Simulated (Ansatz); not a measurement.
# AlF₂H₃Si: how energies converge with the basis set

An exercise on one series of results from a longer session: the logs are not shown, and one member is left open.

Program: Ansatz 0.2.0, Gaussian basis. Level of theory: one geometry, several basis sets. These are calculated values, not measurements.

The runs, in order: PBE0-D4/def2-SVP; ωB97M-V/def2-SVP; PBE0-D4/def2-QZVPP; ωB97M-V/def2-QZVPP; the functionals' def2-TZVPP values are taken from earlier runs.

## The relaxed structure

The geometry comes from an earlier relaxation with PBE0-D4 in a triple-zeta def2 set; it is a stationary point, not always the lowest conformer.

SMILES `F[SiH](F)[AlH2]`, 7 atoms, charge 0, spin multiplicity 1.

Atoms are counted from 1 here; the program's logs count them from 0.

Bond lengths: F1–Si2 1.601 Å, Si2–F3 1.601 Å, Si2–Al4 2.481 Å, Si2–H5 1.487 Å, Al4–H6 1.587 Å, Al4–H7 1.585 Å. Angles: F1–Si2–F3 106.6°, F1–Si2–Al4 109.3°, F1–Si2–H5 105.9°, F3–Si2–Al4 109.3°, F3–Si2–H5 105.9°, Al4–Si2–H5 119.1°, Si2–Al4–H6 119.9°, Si2–Al4–H7 119.5°, H6–Al4–H7 120.6°.

The first run:

File in.yaml:

```yaml
crystal:
  periodic: [false, false, false]
  atoms:
    - {symbol: F, position_ang: [-0.127520, -1.781749, 1.217966]}
    - {symbol: Si, position_ang: [0.690297, -0.665702, 0.411647]}
    - {symbol: F, position_ang: [1.445929, -1.422723, -0.780171]}
    - {symbol: Al, position_ang: [-0.898304, 0.984495, -0.541583]}
    - {symbol: H, position_ang: [1.755579, -0.192746, 1.335389]}
    - {symbol: H, position_ang: [-0.774465, 2.517789, -0.152858]}
    - {symbol: H, position_ang: [-2.030116, 0.492537, -1.536189]}
basis:
  gaussian: {orbitals: def2-SVP}
hamiltonian: {xc: pbe0, dispersion: d4}
output: {orbitals: {seedname: orbitals}}
```

The run is started by

```sh
ansatz run in.yaml --threads 2 --pin off --events-out ev --progress --plain --max-ram 4352MiB
```

Among the steps run: PBE0-D4 in def2-SVP; ωB97M-V in def2-SVP; PBE0-D4 in def2-QZVPP; ωB97M-V in def2-QZVPP.

One of the session's tables, all rows but one given; the rest of the session is left out.

It belongs to the step «Density functionals: the series». 

| functional | basis | HOMO (eV) | LUMO (eV) |
| --- | --- | --- | --- |
| PBE0-D4 | def2-SVP | -7.79 | -2.51 |
| PBE0-D4 | def2-TZVPP | -7.84 | -2.52 |
| PBE0-D4 | def2-QZVPP | ? | ? |
| ωB97M-V | def2-SVP | -9.77 | -0.78 |
| ωB97M-V | def2-TZVPP | -9.85 | -0.85 |
| ωB97M-V | def2-QZVPP | -9.88 | -0.94 |

**Question.** Estimate the row for PBE0-D4, def2-QZVPP.

The run gave: HOMO (eV): -7.85; LUMO (eV): -2.54. In the column «HOMO (eV)» it lies between ωB97M-V, def2-SVP (-9.77) and PBE0-D4, def2-TZVPP (-7.84).
